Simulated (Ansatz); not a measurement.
# Mo3W: the cost of one run

Method: DFT PBE, scalar-relativistic, plane waves, PAW, unless a step names another level, in Ansatz 0.2.0.

**1. Starting point**

It takes space group P4/mmm (No. 123, tetragonal). The conventional cell has a = 3.166 Å, b = 3.166 Å, c = 6.332 Å, α = 90.00°, β = 90.00°, γ = 90.00°. Mo (site symmetry 4mm) is surrounded by 4 Mo at 2.74 Å and 4 W at 2.74 Å. Around Mo (site symmetry 4/mmm) lie 8 Mo at 2.74 Å. W (site symmetry 4/mmm) is surrounded by 8 Mo at 2.74 Å.

Coordinates:

```
CELL_PARAMETERS angstrom
3.16567 0.00000 0.00000
0.00000 3.16567 0.00000
0.00000 0.00000 6.33225
ATOMIC_POSITIONS crystal
Mo 0.50000 0.50000 0.74939
Mo 0.00000 0.00000 0.50000
Mo 0.50000 0.50000 0.25061
W 0.00000 0.00000 0.00000
```

It came out lowest among 19 distinct ends of the trial cells. At a tolerance of 0.05 Å it has space group P4/mmm (No. 123).

**2. Relaxing to 0.001 eV/Å, on the response runs' mesh and smearing**

input.yaml reads:

```yaml
crystal:
  lattice:
    - [3.1656661202, 0.0, 0.0]
    - [0.0, 3.1656661202, 0.0]
    - [0.0, 0.0, 6.3322545338]
  atoms:
    - { symbol: Mo, position: [0.5, 0.5, 0.7493851186] }
    - { symbol: Mo, position: [0.0, 0.0, 0.5] }
    - { symbol: Mo, position: [0.5, 0.5, 0.2506148814] }
    - { symbol: W, position: [0.0, 0.0, 0.0] }
basis:
  ecutwfc: 420
kpoints:
  mp_grid: { grid: [12, 12, 6] }
hamiltonian:
  xc: pbe
scf:
  occupations: { method: gaussian, width: 0.1 }
output:
  forces: true
  stress: true
  eigenvalues: true
relax:
  adjacent_minimum: "off"
  f_tol: 0.001
  max_steps: 60
  cell: { stress_tol: 0.01 }
```

Started as:

```
$ ansatz run input.yaml --threads 3 --pin off --max-ram 7680MiB --backend cpu --events-out ev --progress --plain --runs-dir out
```

What time and memory should one allow on 3 threads of Arm Neoverse V2, shared host?

About 19 s, with a peak of 0.49 GiB.
